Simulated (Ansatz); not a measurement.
# CuRuS2 (NaFeO2 type): one cell, many starting occupations (series 2)

Aim: start the open shells of CuRuS2 (NaFeO2 type) from different occupation matrices at one fixed cell, and see in which states the SCF ends. Cell and atoms stay fixed. The cell was built by placing the elements on the sites of a structure type; the runs don't test whether it is the stable form.

Computed with Ansatz 0.2.0 (DFT PBE+U (U = 4 eV, J = 0.9 eV on Ru d, around-mean-field double counting), plane waves, PAW, unless a step's input says otherwise).

## Step 1: The system as given

The structure is trigonal, space group R-3m (No. 166). The conventional cell has a = 3.632 Å, b = 3.632 Å, c = 19.777 Å, α = 90.00°, β = 90.00°, γ = 120.00°. Around Cu (site symmetry -3m) lie 6 S at 2.88 Å. Ru (site symmetry -3m) is surrounded by 6 S at 2.48 Å. S (site symmetry 3m) has 3 Ru at 2.48 Å and 3 Cu at 2.88 Å as nearest neighbours.

Structure file:

```
Cu Ru S
1.0
     1.81585   -1.04838   13.18446
    -1.81585   -1.04838   13.18446
     0.00000   -4.19353   13.18446
Cu Ru S
2 2 4
Direct
  0.50000 0.50000 0.75000
  0.50000 0.50000 0.25000
  0.00000 0.00000 0.00000
  0.00000 0.00000 0.50000
  0.26670 0.26670 0.86665
  0.73330 0.73330 0.63335
  0.26670 0.26670 0.36665
  0.73330 0.73330 0.13335
```

Magnetic order typed: antiferromagnetic, doubled cell 1/2 1/2 1/2.

The runs: from atoms, default search; random orbitals: single harmonics, second filling; random orbitals: fully mixed, first filling; random orbitals: fully mixed, one electron fewer; random orbitals: drawn by pairs, second filling.

An earlier series on this cell reached its lowest free state from «random orbitals: drawn by pairs, first filling», perhaps among other starts.

## Step 2: From atoms, default search

Contents of input.yaml:

```yaml
crystal:
  lattice:
    - [1.81585092, -1.04838201, 13.18446352]
    - [-1.81585092, -1.04838201, 13.18446352]
    - [0.0, -4.19352806, 13.18446352]
  atoms:
    - { symbol: Cu, position: [0.5, 0.5, 0.75] }
    - { symbol: Ru, position: [0.0, 0.0, 0.0], spin: 5.0 }
    - { symbol: S, position: [0.2667, 0.2667, 0.86665] }
    - { symbol: S, position: [0.7333, 0.7333, 0.63335] }
    - { symbol: Cu, position: [0.5, 0.5, 0.25] }
    - { symbol: Ru, position: [0.0, 0.0, 0.5], spin: -5.0 }
    - { symbol: S, position: [0.2667, 0.2667, 0.36665] }
    - { symbol: S, position: [0.7333, 0.7333, 0.13335] }
basis:
  ecutwfc: 420
  ecutrho_ratio: 4
kpoints:
  mp_grid: { grid: [6, 6, 6] }
hamiltonian:
  xc: pbe
  hubbard:
    sites:
      - { site: 1, l: d, u: 4.0, j: 0.9 }
      - { site: 5, l: d, u: 4.0, j: 0.9 }
    double_counting: amf
scf:
  occupations: { method: gaussian, width: 0.05 }
output:
  forces: true
  stress: true
  eigenvalues: true
  populations: true
  hubbard: { sites: [{ site: 1, l: d }, { site: 5, l: d }] }
  write_density: true
  write_potential: true
  elf: true
  volumetric_format: npy
magnetization:
  spin_polarized: true
```

Run with:

```bash
$ ansatz run input.yaml --threads 4 --pin off --max-ram 6144MiB --backend cpu --events-out ev --progress --plain --runs-dir out
```

The log of the run (excerpt; [...] marks lines left out):

```text
Warning: RAYON_NUM_THREADS=4 ignored (pool sized by the plan → 4); use --threads N
Cu: projections on atomic orbitals take those of the free atom [Ne] 3s2 3p6 3d10 4s1, of charge +0.00 (hamiltonian.pseudopotentials.projection_atoms); the dataset's partial waves leave at most 2.0e-6 of an orbital's norm unspanned inside its sphere
Ru: projections on atomic orbitals take those of the free atom [Ar 3d10] 4s2 4p6 4d7 5s1, of charge +0.00 (hamiltonian.pseudopotentials.projection_atoms); the dataset's partial waves leave at most 8.1e-6 of an orbital's norm unspanned inside its sphere
S: projections on atomic orbitals take those of the free atom [Ne] 3s2 3p4, of charge +0.00 (hamiltonian.pseudopotentials.projection_atoms); the dataset's partial waves leave at most 1.6e-7 of an orbital's norm unspanned inside its sphere
[...]
Pseudopotentials: kind: paw
Pseudopotential: Cu, paw, valence charge 19, recommended cutoff 420 eV (normal), Cu.paw.azcp
Pseudopotential: Ru, paw, valence charge 16, recommended cutoff 420 eV (normal), Ru.paw.azcp
Pseudopotential: S, paw, valence charge 6, recommended cutoff 420 eV (normal), S.paw.azcp
Functional definition: PBE
[...]
Crystal: 8 atoms, lattice volume = 150.596 Å³
Basis set: ecut = 420 eV, 2889 PW (Γ), exchange–correlation on 180×180×192 points (8 copies of the dense FFT grid, shifted against one another)
Bands: 63, of which v1, the nominal top of the filled ones, is band 47 counted from 1 (46 counted from 0)
[...]
--- Stress (GPa, compression-positive) ---
       -6.476418       0.000000       0.000000
        0.000000      -6.476418      -0.000000
        0.000000      -0.000000     -10.072360
  P = ⅓ Tr σ = -7.6751 GPa (-76.751 kbar)
--- Band table (eV; the first three rows and the last of 64) ---
[...]
Occupation matrices written to <dir>
--- Löwdin populations: 8 sites ---
  site symbol       q [e]    m [muB]
     0     Cu     18.4727    -0.0000
     1     Ru     15.4546     0.7863
     2      S      6.4385    -0.0591
     3      S      6.4385     0.0591
     4     Cu     18.4727    -0.0000
     5     Ru     15.4546    -0.7863
     6      S      6.4385     0.0591
     7      S      6.4385    -0.0591
  spilling = 0.004164 (of n_electrons = 94.000000)
--- Occupation matrices: 2 shells (run DFT+U table (all-electron-ortho-atomic); ε = 5.22e-3) ---
  Ru1 d_4D: site group D3d (-3m)
  Ru1 d_4D up     Tr n = 3.8271  λ = 0.445 0.445 0.975 0.975 0.988  [2× xz 0.32 (Eg 1.00) Eg(1.00) | 2× x2-y2 0.32 (T2g 1.00) Eg(1.00) | z2 1.00 (T2g 1.00) A1g(1.00)]
  Ru1 d_4D dn     Tr n = 3.0540  λ = 0.112 0.500 0.500 0.971 0.971  [z2 1.00 (T2g 1.00) A1g(1.00) | 2× x2-y2 0.28 (Eg 0.95) Eg(1.00) | 2× xz 0.28 (T2g 0.95) Eg(1.00)]
  Ru5 d_4D: site group D3d (-3m)
  Ru5 d_4D up     Tr n = 3.0540  λ = 0.112 0.500 0.500 0.971 0.971  [z2 1.00 (T2g 1.00) A1g(1.00) | 2× x2-y2 0.28 (Eg 0.95) Eg(1.00) | 2× xz 0.28 (T2g 0.95) Eg(1.00)]
  Ru5 d_4D dn     Tr n = 3.8271  λ = 0.445 0.445 0.975 0.975 0.988  [2× xz 0.32 (Eg 1.00) Eg(1.00) | 2× x2-y2 0.32 (T2g 1.00) Eg(1.00) | z2 1.00 (T2g 1.00) A1g(1.00)]
  Tr n, λ and their labels are of the run-group-symmetrised matrices; stabiliser: 24 of 48 elements of G0×{1,Θ} (closed), max defect 4.6e-15 at τ = 1.1e-3
```

It took 2.3 min on 4 threads of Arm Neoverse V2, shared host; peak memory 4 GiB.

End state: a gap on the mesh of 0.82 eV, pressure -7.7 GPa, moments in spheres Ru 0.64, -0.64 μB, largest force component 0.38 eV/Å, 12 symmetry operations imposed.

How the shells are filled (orbitals counted by the eigenvalues of the occupation matrices):

| shell | channel | electrons | over 0.8 | 0.2 to 0.8 | under 0.2 |
| --- | --- | --- | --- | --- | --- |
| Ru 4d (atom 2) | up | 3.83 | 3 | 2 | 0 |
| Ru 4d (atom 2) | down | 3.05 | 2 | 2 | 1 |
| Ru 4d (atom 6) | up | 3.05 | 2 | 2 | 1 |
| Ru 4d (atom 6) | down | 3.83 | 3 | 2 | 0 |

Density in a lattice plane of the grid's cell (edges 13.35 and 13.84 Å, at 0.000 of the third edge), which holds Ru.

Values in e/Å³, 12 rows by 12 columns:
```
 0.33  8.94  0.32  0.04  0.05  0.31  0.58  0.17  0.59  0.31  0.05  0.04
 0.07  0.31  4.43  0.30  0.07  0.05  0.22  0.46  0.30  0.46  0.21  0.05
 0.05  0.13  0.34  0.97  0.34  0.13  0.05  0.13  0.34  0.97  0.34  0.13
 0.07  0.05  0.21  0.46  0.30  0.46  0.22  0.05  0.07  0.30  4.43  0.31
 0.33  0.04  0.05  0.31  0.59  0.17  0.58  0.31  0.05  0.04  0.32  8.94
10.09  0.37  0.04  0.05  0.35  0.64  0.15  0.64  0.35  0.05  0.04  0.37
 0.33  8.94  0.32  0.04  0.05  0.31  0.58  0.17  0.59  0.31  0.05  0.04
 0.07  0.31  4.43  0.30  0.07  0.05  0.22  0.46  0.30  0.46  0.21  0.05
 0.05  0.13  0.34  0.97  0.34  0.13  0.05  0.13  0.34  0.97  0.34  0.13
 0.07  0.05  0.21  0.46  0.30  0.46  0.22  0.05  0.07  0.30  4.43  0.31
 0.33  0.04  0.05  0.31  0.59  0.17  0.58  0.31  0.05  0.04  0.32  8.94
10.09  0.37  0.04  0.05  0.35  0.64  0.15  0.64  0.35  0.05  0.04  0.37
```
Columns run along the first of these edges and rows up along the second, over one cell in 12 and 12 even steps from the bottom left corner. Atoms in the plane (fractional): Ru at (0.00, 0.00), Ru at (0.00, 0.50).

ELF in the same plane.

Values, 12 rows by 12 columns:
```
0.17 0.54 0.16 0.06 0.08 0.72 0.79 0.14 0.79 0.71 0.07 0.06
0.17 0.21 0.65 0.20 0.18 0.07 0.61 0.73 0.16 0.73 0.61 0.07
0.06 0.41 0.47 0.34 0.47 0.41 0.07 0.41 0.47 0.34 0.47 0.41
0.17 0.07 0.61 0.73 0.16 0.73 0.61 0.07 0.18 0.20 0.65 0.21
0.17 0.06 0.07 0.71 0.79 0.14 0.79 0.72 0.08 0.06 0.16 0.54
0.15 0.20 0.04 0.08 0.75 0.79 0.13 0.79 0.75 0.08 0.04 0.20
0.17 0.54 0.16 0.06 0.08 0.72 0.79 0.14 0.79 0.71 0.07 0.06
0.17 0.21 0.65 0.20 0.18 0.07 0.61 0.73 0.16 0.73 0.61 0.07
0.06 0.41 0.47 0.34 0.47 0.41 0.07 0.41 0.47 0.34 0.47 0.41
0.17 0.07 0.61 0.73 0.16 0.73 0.61 0.07 0.18 0.20 0.65 0.21
0.17 0.06 0.07 0.71 0.79 0.14 0.79 0.72 0.08 0.06 0.16 0.54
0.15 0.20 0.04 0.08 0.75 0.79 0.13 0.79 0.75 0.08 0.04 0.20
```
Columns run along the first of these edges and rows up along the second, over one cell in 12 and 12 even steps from the bottom left corner. Atoms in the plane (fractional): Ru at (0.00, 0.00), Ru at (0.00, 0.50).

Both are smooth fields of the valence electrons: close to the nuclei they are not physical.

Spin density (up less down) in a lattice plane of the grid's cell (edges 13.35 and 13.84 Å, at 0.000 of the third edge), which holds Ru.

Ten even steps from '0' (-1.21 e/Å³) to '9' (1.21 e/Å³):
```
767655444444444444444555
555455554444444444444455
555455555444444444444445
555545455554444444544444
555554545555544445454444
455555455555554444545444
445555555555555544444544
444555555555555554444544
244455555555555555544323
304445555555555555554440
232344555555555555555444
444544445555555555555544
444544444555555555555554
444454544445555555455555
544445454444555554545555
544444544444445555454555
554444444444444455555455
555444444444444445555455
755544444444444444455676
695554444444444444445559
```
Columns run along the first of these edges and rows up along the second, over one cell in 24 and 20 even steps from the bottom left corner. Atoms in the plane (fractional): Ru at (0.00, 0.00), Ru at (0.00, 0.50).

Outside the cores ELF peaks at 0.89 on the S–Ru line, 0.8 Å from S; 0.89 beside S, off the lines to its neighbours, 0.9 Å from S; 0.88 in the shell around S, 0.8 Å from S.

ELF in the plane through atom 2 (Ru) and two of its nearest S neighbours, 7.2 Å on a side, that atom in the middle and its first bond to the right.

Ten even steps from '0' (0.03) to '9' (0.89):
```
1222221114677753100111100
1244552258999986201123210
1576773289834897301245310
1562562289500698301122210
2686762279867996200011100
2332211136899973000111100
1234543112333221013566542
3799997411233442258999985
6996479832676762389856997
7971049931551551399401797
7996589832676762389746996
5899998522443321147999973
2456653101223332113454321
0011110003799986311122332
0011100026997689722676862
0122211038960059822652651
0135421037984389823776751
0123211026899998522554421
0011110013577764111222221
```
Atoms in the plane (Å from the middle): S (2.5, 0.0), S (0.2, -2.5), Ru (2.7, -2.5), S (-0.2, 2.5), S (-2.5, 0.0), Ru (0.0, 0.0), Ru (-2.7, 2.5).

## Step 3: Random orbitals: single harmonics, second filling

Contents of input.yaml:

```yaml
crystal:
  lattice:
    - [1.81585092, -1.04838201, 13.18446352]
    - [-1.81585092, -1.04838201, 13.18446352]
    - [0.0, -4.19352806, 13.18446352]
  atoms:
    - { symbol: Cu, position: [0.5, 0.5, 0.75] }
    - { symbol: Ru, position: [0.0, 0.0, 0.0], spin: 1.0 }
    - { symbol: S, position: [0.2667, 0.2667, 0.86665] }
    - { symbol: S, position: [0.7333, 0.7333, 0.63335] }
    - { symbol: Cu, position: [0.5, 0.5, 0.25] }
    - { symbol: Ru, position: [0.0, 0.0, 0.5], spin: -3.0 }
    - { symbol: S, position: [0.2667, 0.2667, 0.36665] }
    - { symbol: S, position: [0.7333, 0.7333, 0.13335] }
basis:
  ecutwfc: 420
  ecutrho_ratio: 4
kpoints:
  mp_grid: { grid: [6, 6, 6] }
hamiltonian:
  xc: pbe
  hubbard:
    sites:
      - { site: 1, l: d, u: 4.0, j: 0.9, starting_ns: [{ spin: up, occupation_matrix: s1up }, { spin: down, occupation_matrix: s1down }] }
      - { site: 5, l: d, u: 4.0, j: 0.9, starting_ns: [{ spin: up, occupation_matrix: s5up }, { spin: down, occupation_matrix: s5down }] }
    double_counting: amf
    occupation_matrices:
      s1up:
        matrix:
          - [0.02, 0.0, 0.0, 0.0, 0.0]
          - [0.0, 0.97, 0.0, 0.0, 0.0]
          - [0.0, 0.0, 0.97, 0.0, 0.0]
          - [0.0, 0.0, 0.0, 0.97, 0.0]
          - [0.0, 0.0, 0.0, 0.0, 0.02]
      s1down:
        matrix:
          - [0.97, 0.0, 0.0, 0.0, 0.0]
          - [0.0, 0.02, 0.0, 0.0, 0.0]
          - [0.0, 0.0, 0.02, 0.0, 0.0]
          - [0.0, 0.0, 0.0, 0.02, 0.0]
          - [0.0, 0.0, 0.0, 0.0, 0.97]
      s5up:
        matrix:
          - [0.97, 0.0, 0.0, 0.0, 0.0]
          - [0.0, 0.02, 0.0, 0.0, 0.0]
          - [0.0, 0.0, 0.02, 0.0, 0.0]
          - [0.0, 0.0, 0.0, 0.02, 0.0]
          - [0.0, 0.0, 0.0, 0.0, 0.02]
      s5down:
        matrix:
          - [0.97, 0.0, 0.0, 0.0, 0.0]
          - [0.0, 0.97, 0.0, 0.0, 0.0]
          - [0.0, 0.0, 0.02, 0.0, 0.0]
          - [0.0, 0.0, 0.0, 0.97, 0.0]
          - [0.0, 0.0, 0.0, 0.0, 0.97]
    ns_hold: { iters: 12 }
scf:
  occupations: { method: gaussian, width: 0.05 }
  lower_state_search: "off"
  max_iter: 150
output:
  forces: true
  stress: true
  eigenvalues: true
  populations: true
  hubbard: { sites: [{ site: 1, l: d }, { site: 5, l: d }] }
magnetization:
  spin_polarized: true
```

The typed matrices put 0.97 on the chosen orbitals and 0.02 on the others, and are held for 12 cycles.

Run with:

```bash
$ ansatz run input.yaml --threads 4 --pin off --max-ram 6144MiB --backend cpu --events-out ev --progress --plain --runs-dir out
```

The log of the run (excerpt; [...] marks lines left out):

```text
Warning: crystal.symmetry: narrowed to the stabiliser of the occupation matrices — unitary ops 12 → 4; lowered by the specified shells (site 1, l: d), (site 5, l: d); largest admitted image defect 4.4e-16, smallest excluded 7.1e-1 — at a splitting's scale: the group the occupation [...]
Warning: RAYON_NUM_THREADS=4 ignored (pool sized by the plan → 4); use --threads N
[...]
Cu: projections on atomic orbitals take those of the free atom [Ne] 3s2 3p6 3d10 4s1, of charge +0.00 (hamiltonian.pseudopotentials.projection_atoms); the dataset's partial waves leave at most 2.0e-6 of an orbital's norm unspanned inside its sphere
Ru: projections on atomic orbitals take those of the free atom [Ar 3d10] 4s2 4p6 4d7 5s1, of charge +0.00 (hamiltonian.pseudopotentials.projection_atoms); the dataset's partial waves leave at most 8.1e-6 of an orbital's norm unspanned inside its sphere
S: projections on atomic orbitals take those of the free atom [Ne] 3s2 3p4, of charge +0.00 (hamiltonian.pseudopotentials.projection_atoms); the dataset's partial waves leave at most 1.6e-7 of an orbital's norm unspanned inside its sphere
[...]
[... 1 set-up line as earlier in the session ...]
[...]
WARN: hamiltonian.hubbard: on 4 of 4 specified blocks the occupation matrix of this SCF's result fails the test of the specified filling. At site 1 ↑ (sites count from 0 in the list of atoms of the cell that this SCF solves) the least filled combination of the orbitals specified full has [...]
  Ru1 d_4D up     Tr n = 3.0492  λ = 0.112 0.498 0.499 0.970 0.971  [z2 1.00 (T2g 1.00) A1g(1.00) | 2× x2-y2 0.28 (Eg 0.95) Eg(1.00) | 2× yz 0.28 (T2g 0.95) Eg(1.00)]
  Ru1 d_4D dn     Tr n = 3.8318  λ = 0.446 0.446 0.976 0.976 0.989  [2× yz 0.32 (Eg 1.00) Eg(1.00) | 2× x2-y2 0.32 (T2g 1.00) Eg(1.00) | z2 1.00 (T2g 1.00) A1g(1.00)]
  specified occupation → Ru1 d_4D up: matrix, ‖Δ‖_F = 0.9294, Tr Δ = -0.0992, displaced = 0.7911, d_λ = 0.6774; orbital distance = 0.9750
  specified occupation → Ru1 d_4D dn: matrix, ‖Δ‖_F = 1.2794, Tr Δ = -1.8318, displaced = 1.1738, d_λ = 1.1298; orbital distance = 0.9263
  Ru5 d_4D: site group D3d (-3m)
  Ru5 d_4D up     Tr n = 3.0609  λ = 0.125 0.481 0.523 0.965 0.967  [xy 0.66 (T2g 1.00) Eg(1.00) | xz 0.66 (Eg 1.00) Eg(1.00) | yz 0.82 (Eg 0.93) Eg(0.97) | 2× z2 0.48 (T2g 0.96) Eg(0.52)]
  Ru5 d_4D dn     Tr n = 3.8309  λ = 0.430 0.461 0.975 0.978 0.988  [xz 0.66 (Eg 1.00) Eg(1.00) | yz 0.71 (Eg 1.00) Eg(1.00) | 2× z2 0.50 (T2g 1.00) Eg(0.50) | xy 0.66 (T2g 1.00) Eg(1.00)]
  specified occupation → Ru5 d_4D up: matrix, ‖Δ‖_F = 1.1834, Tr Δ = -2.0109, displaced = 1.0357, d_λ = 1.1703; orbital distance = 0.7298
  specified occupation → Ru5 d_4D dn: matrix, ‖Δ‖_F = 0.8756, Tr Δ = +0.0691, displaced = 0.7162, d_λ = 0.6541; orbital distance = 1.4142
  Tr n, λ and their labels are of the run-group-symmetrised matrices; stabiliser: 4 of 48 elements of G0×{1,Θ} (closed), max defect 1.1e-15 at τ = 1.8e-3
```

It took 50 s on 4 threads of Arm Neoverse V2, shared host; peak memory 1.4 GiB.

It ends with a gap on the mesh of 0.61 eV, pressure -7.7 GPa, moments in spheres Ru -0.65; S -0.07 μB, largest force component 0.67 eV/Å, 4 symmetry operations imposed. The program reports that the typed filling wasn't kept. The opposed order was lost: the moments end parallel.

How the shells are filled (orbitals counted by the eigenvalues of the occupation matrices):

| shell | channel | electrons | over 0.8 | 0.2 to 0.8 | under 0.2 |
| --- | --- | --- | --- | --- | --- |
| Ru 4d (atom 2) | up | 3.05 | 2 | 2 | 1 |
| Ru 4d (atom 2) | down | 3.83 | 3 | 2 | 0 |
| Ru 4d (atom 6) | up | 3.06 | 2 | 2 | 1 |
| Ru 4d (atom 6) | down | 3.83 | 3 | 2 | 0 |

## Step 4: Random orbitals: fully mixed, first filling

input.yaml, as its differences from that of step 3:

```diff
@@ -7,3 +7,3 @@
     - { symbol: Cu, position: [0.5, 0.5, 0.75] }
-    - { symbol: Ru, position: [0.0, 0.0, 0.0], spin: 1.0 }
+    - { symbol: Ru, position: [0.0, 0.0, 0.0], spin: 5.0 }
     - { symbol: S, position: [0.2667, 0.2667, 0.86665] }
@@ -11,3 +11,3 @@
     - { symbol: Cu, position: [0.5, 0.5, 0.25] }
-    - { symbol: Ru, position: [0.0, 0.0, 0.5], spin: -3.0 }
+    - { symbol: Ru, position: [0.0, 0.0, 0.5], spin: -5.0 }
     - { symbol: S, position: [0.2667, 0.2667, 0.36665] }
@@ -29,3 +29,3 @@
         matrix:
-          - [0.02, 0.0, 0.0, 0.0, 0.0]
+          - [0.97, 0.0, 0.0, 0.0, 0.0]
           - [0.0, 0.97, 0.0, 0.0, 0.0]
@@ -33,6 +33,6 @@
           - [0.0, 0.0, 0.0, 0.97, 0.0]
-          - [0.0, 0.0, 0.0, 0.0, 0.02]
+          - [0.0, 0.0, 0.0, 0.0, 0.97]
       s1down:
         matrix:
-          - [0.97, 0.0, 0.0, 0.0, 0.0]
+          - [0.02, 0.0, 0.0, 0.0, 0.0]
           - [0.0, 0.02, 0.0, 0.0, 0.0]
@@ -40,6 +40,6 @@
           - [0.0, 0.0, 0.0, 0.02, 0.0]
-          - [0.0, 0.0, 0.0, 0.0, 0.97]
+          - [0.0, 0.0, 0.0, 0.0, 0.02]
       s5up:
         matrix:
-          - [0.97, 0.0, 0.0, 0.0, 0.0]
+          - [0.02, 0.0, 0.0, 0.0, 0.0]
           - [0.0, 0.02, 0.0, 0.0, 0.0]
@@ -52,3 +52,3 @@
           - [0.0, 0.97, 0.0, 0.0, 0.0]
-          - [0.0, 0.0, 0.02, 0.0, 0.0]
+          - [0.0, 0.0, 0.97, 0.0, 0.0]
           - [0.0, 0.0, 0.0, 0.97, 0.0]
```

At this filling each channel is wholly full or empty, so no choice of orbitals remains. The typed matrices put 0.97 on the chosen orbitals and 0.02 on the others, and are held for 12 cycles.

Run with:

```bash
$ ansatz run input.yaml --threads 4 --pin off --max-ram 6144MiB --backend cpu --events-out ev --progress --plain --runs-dir out
```

The log of the run (excerpt; [...] marks lines left out):

```text
Warning: RAYON_NUM_THREADS=4 ignored (pool sized by the plan → 4); use --threads N
Cu: projections on atomic orbitals take those of the free atom [Ne] 3s2 3p6 3d10 4s1, of charge +0.00 (hamiltonian.pseudopotentials.projection_atoms); the dataset's partial waves leave at most 2.0e-6 of an orbital's norm unspanned inside its sphere
Ru: projections on atomic orbitals take those of the free atom [Ar 3d10] 4s2 4p6 4d7 5s1, of charge +0.00 (hamiltonian.pseudopotentials.projection_atoms); the dataset's partial waves leave at most 8.1e-6 of an orbital's norm unspanned inside its sphere
S: projections on atomic orbitals take those of the free atom [Ne] 3s2 3p4, of charge +0.00 (hamiltonian.pseudopotentials.projection_atoms); the dataset's partial waves leave at most 1.6e-7 of an orbital's norm unspanned inside its sphere
[...]
[... 1 set-up line as earlier in the session ...]
[...]
  specified occupation → Ru1 d_4D up: matrix, ‖Δ‖_F = 0.7429, Tr Δ = +1.0229, displaced = 0.5388, d_λ = 0.7429; orbital distance = 0.0000
  specified occupation → Ru1 d_4D dn: matrix, ‖Δ‖_F = 1.5096, Tr Δ = -2.9539, displaced = 1.4770, d_λ = 1.5096; orbital distance = 0.0000
  Ru5 d_4D: site group D3d (-3m)
  Ru5 d_4D up     Tr n = 3.0539  λ = 0.112 0.500 0.500 0.971 0.971  [z2 1.00 (T2g 1.00) A1g(1.00) | 2× x2-y2 0.28 (Eg 0.95) Eg(1.00) | 2× xz 0.28 (T2g 0.95) Eg(1.00)]
  Ru5 d_4D dn     Tr n = 3.8271  λ = 0.445 0.445 0.975 0.975 0.988  [2× xz 0.32 (Eg 1.00) Eg(1.00) | 2× x2-y2 0.32 (T2g 1.00) Eg(1.00) | z2 1.00 (T2g 1.00) A1g(1.00)]
  specified occupation → Ru5 d_4D up: matrix, ‖Δ‖_F = 1.5096, Tr Δ = -2.9539, displaced = 1.4770, d_λ = 1.5096; orbital distance = 0.0000
  specified occupation → Ru5 d_4D dn: matrix, ‖Δ‖_F = 0.7429, Tr Δ = +1.0229, displaced = 0.5388, d_λ = 0.7429; orbital distance = 0.0000
  Tr n, λ and their labels are of the run-group-symmetrised matrices; stabiliser: 24 of 48 elements of G0×{1,Θ} (closed), max defect 4.4e-15 at τ = 8.4e-4
```

Run time: 20 s. Hardware: 4 threads of Arm Neoverse V2, shared host; peak memory 1.7 GiB.

End state: a gap on the mesh of 0.82 eV, pressure -7.7 GPa, moments in spheres Ru 0.64, -0.64 μB, largest force component 0.38 eV/Å, 12 symmetry operations imposed. The program reports that the typed filling wasn't kept.

How the shells are filled (orbitals counted by the eigenvalues of the occupation matrices):

| shell | channel | electrons | over 0.8 | 0.2 to 0.8 | under 0.2 |
| --- | --- | --- | --- | --- | --- |
| Ru 4d (atom 2) | up | 3.83 | 3 | 2 | 0 |
| Ru 4d (atom 2) | down | 3.05 | 2 | 2 | 1 |
| Ru 4d (atom 6) | up | 3.05 | 2 | 2 | 1 |
| Ru 4d (atom 6) | down | 3.83 | 3 | 2 | 0 |

(Part 1 of 2 ends here.)
